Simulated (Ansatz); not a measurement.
Below is the output of a Python script on Ansatz's Python interface that makes a ladder of methods at one geometry of C2H7AlGe, SMILES [GeH3][CH]1[CH2][AlH]1. Write a script that gives it. Level of theory (for the species named): r2SCAN, def2-SVP basis, multiplicity 1. The script varies functional: r2scan, lda, revpbe, pbe0, r2scan0.

```yaml
atoms:
  - { symbol: Ge, position_ang: [-1.2276, 0.8803, -0.0981] }
  - { symbol: C, position_ang: [0.2699, -0.0891, -0.7233] }
  - { symbol: C, position_ang: [1.4062, -0.0867, 0.2453] }
  - { symbol: Al, position_ang: [0.5543, -1.8221, 0.1949] }
  - { symbol: H, position_ang: [-1.0481, 2.4239, -0.4160] }
  - { symbol: H, position_ang: [-1.4741, 0.7331, 1.4124] }
  - { symbol: H, position_ang: [-2.5107, 0.4373, -0.8611] }
  - { symbol: H, position_ang: [0.6010, 0.0047, -1.7982] }
  - { symbol: H, position_ang: [2.4401, -0.0560, -0.1856] }
  - { symbol: H, position_ang: [1.2937, 0.5164, 1.2030] }
  - { symbol: H, position_ang: [-0.2393, -2.9990, 1.0473] }
```

```console
$ python run_methods.py
functional    E (Ha)        dipole (D)   HOMO (eV)  LUMO (eV)
r2scan       -2399.276096     2.601      -4.590     -2.907
lda          -2394.371841     2.341      -4.509     -3.305
revpbe       -2399.122233     2.462      -4.376     -3.036
pbe0         -2398.883961     2.674      -5.403     -2.381
r2scan0      -2399.245129     2.778      -5.513     -2.266
```

The script that was run (others could print the same):

Script `run_methods.py`:
```python
"""One geometry of C2H7AlGe, method by method."""

from pathlib import Path

import ansatz as az
import numpy as np


def main() -> None:
    c2h7alge = (
        az.Crystal.molecule()
        .atom("Ge", (-1.2276, 0.8803, -0.0981))
        .atom("C", (0.2699, -0.0891, -0.7233))
        .atom("C", (1.4062, -0.0867, 0.2453))
        .atom("Al", (0.5543, -1.8221, 0.1949))
        .atom("H", (-1.0481, 2.4239, -0.416))
        .atom("H", (-1.4741, 0.7331, 1.4124))
        .atom("H", (-2.5107, 0.4373, -0.8611))
        .atom("H", (0.601, 0.0047, -1.7982))
        .atom("H", (2.4401, -0.056, -0.1856))
        .atom("H", (1.2937, 0.5164, 1.203))
        .atom("H", (-0.2393, -2.999, 1.0473))
    )

    model = c2h7alge.calculation().basis(gaussian="def2-SVP")

    print("functional    E (Ha)        dipole (D)   HOMO (eV)  LUMO (eV)")
    for name in ["r2scan", "lda", "revpbe", "pbe0", "r2scan0"]:
        data = model.functional(name).forces().orbitals().run(threads=1, pin="off", runs_dir="runs").report
        lines = Path(data["orbitals_path"]).read_text().splitlines()
        field_of = lambda key: [line.split("=")[1].strip() for line in lines if line.startswith(key)]
        orbitals = [(27.211386 * float(e), s, float(n)) for e, s, n in zip(field_of("Ene="), field_of("Spin="), field_of("Occup="))]
        homo = max(e for e, _, n in orbitals if n > 0.5)
        lumo = min(e for e, _, n in orbitals if n < 0.5)
        dipole = 4.803205 * np.linalg.norm(data["charge_distribution"]["dipole_moment_e_ang"])
        print(f"{name:10s} {data['free_energy_ev'] / 27.211386246:14.6f} {dipole:9.3f} {homo:11.3f} {lumo:10.3f}")


if __name__ == "__main__":
    main()
```

Caveats:
- Total energies depend on the basis set; only differences at equal settings carry meaning.
- The geometry is a force-field or estimated start, not a minimum of this method, and the basis set is short of its limit. A lower total doesn't mark the better method: functionals have no common bound, and MP2 and coupled cluster aren't variational.
- Levels such as HOMO and LUMO are orbital energies: with these approximate functionals they aren't the ionisation energy and electron affinity, and their gap isn't the fundamental gap.
- Run time: 60 s on 1 thread of Arm Neoverse N1, on a shared host, peak memory 0.35 GiB.
